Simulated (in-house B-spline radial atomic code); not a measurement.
# Mn: the cost of one run

The numbers are computed with an in-house B-spline radial atomic code, version 1 (Dirac-Hartree-Fock, RPA and Brueckner orbitals, sums over states, B-spline basis), except any that are marked as measured or tabulated.

### 1 The system

```
element     : manganese (Z = 25)
charge      : +6
closed core : [Ne] 3s2 3p6
nucleus     : mass number 55, rms radius 3.706 fm
```

### 2 The run and its levels

Settings:

```ini
basis_form = 2
Z = 25
core_configuration = [Ne] 3s2 3p6
rms_radius = 3.7057
mass_number = 55
speed_of_light = 137.035999084
box_radius = 10.0
lmax = 6
intervals = 63
virtual_cutoff = 1250.0
```

Command:

```console
python run_mb.py task.json out
```

task.json holds these settings.

Q: Estimate wall time and peak memory on 1 thread of Arm Neoverse N1, shared host.

About 22 s, with a peak of 0.23 GiB.
